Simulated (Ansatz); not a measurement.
**ScSi3 (AuCu3 type): equation of state**

How stiff is ScSi3 (AuCu3 type)? Energies and pressures are computed at volumes on both sides of the relaxed cell and fitted. The cell was built by placing the elements on the sites of a structure type; the runs don't test whether it is the stable form.

Method: DFT PBE, scalar-relativistic, plane waves, PAW, in Ansatz 0.2.0.

2 further runs of the same task are left out: 1 that didn't finish, 1 set aside as unsound or not needed. Runs told in other sessions of the task aren't counted.

## 1. The system as given

Symmetry: Pm-3m, No. 221, cubic system. Conventional cell: a = 3.966 Å, b = 3.966 Å, c = 3.966 Å, α = 90.00°, β = 90.00°, γ = 90.00°. Around Sc (site symmetry m-3m) lie 12 Si at 2.80 Å. Around Si (site symmetry 4/mmm) lie 4 Sc at 2.80 Å and 8 Si at 2.80 Å.

Coordinates:

```
CELL_PARAMETERS angstrom
3.96555 0.00000 0.00000
0.00000 3.96555 0.00000
0.00000 0.00000 3.96555
ATOMIC_POSITIONS crystal
Sc 0.00000 0.00000 0.00000
Si 0.00000 0.50000 0.50000
Si 0.50000 0.50000 0.00000
Si 0.50000 0.00000 0.50000
```

This cell comes from an earlier session at PBE: 15.590 Å³/atom at 0.02 GPa, on a 8×8×8 mesh.

Volume factors to run: 0.980, 1.020, 0.960, 1.040, 1.070, 1.100, 0.945.

## 2. At 0.980 of the relaxed volume

File input.yaml:

```yaml
crystal:
  lattice:
    - [3.9389380912, 0.0, 0.0]
    - [0.0, 3.9389380912, 0.0]
    - [0.0, 0.0, 3.9389380912]
  atoms:
    - { symbol: Sc, position: [0.0, 0.0, 0.0] }
    - { symbol: Si, position: [0.0, 0.5, 0.5] }
    - { symbol: Si, position: [0.5, 0.5, 0.0] }
    - { symbol: Si, position: [0.5, 0.0, 0.5] }
basis:
  ecutwfc: 420
  ecutrho_ratio: 4
kpoints:
  mp_grid: { grid: [8, 8, 8] }
hamiltonian:
  xc: pbe
scf:
  occupations: { method: gaussian, width: 0.05 }
output:
  forces: true
  stress: true
  eigenvalues: true
```

The run is started by

```bash
$ ansatz run input.yaml --threads 2 --pin off --max-ram 2662MiB --backend cpu --events-out ev --progress --plain --runs-dir out
```

The runs that follow: Volume × 1.020; Scaling the volume by 0.960; Volume × 1.040; At 1.070 of the relaxed volume; At 1.100 of the relaxed volume; At 0.945 of the relaxed volume.

**Question.** What will these runs give? Wanted: V0; B0; B0′; scatter of the fit.

**Answer**, as computed:

| quantity | value |
| --- | --- |
| V0 | 15.592 Å³/atom |
| B0 | 98 GPa |
| B0′ | 4.3 |
| scatter of the fit | 0.013 meV/atom |

What this shows: The fitted minimum lies at 15.59 Å³/atom, and the bulk modulus is 98 GPa. One per cent of compression takes about 0.98 GPa. These are values at 0 K without zero-point motion.
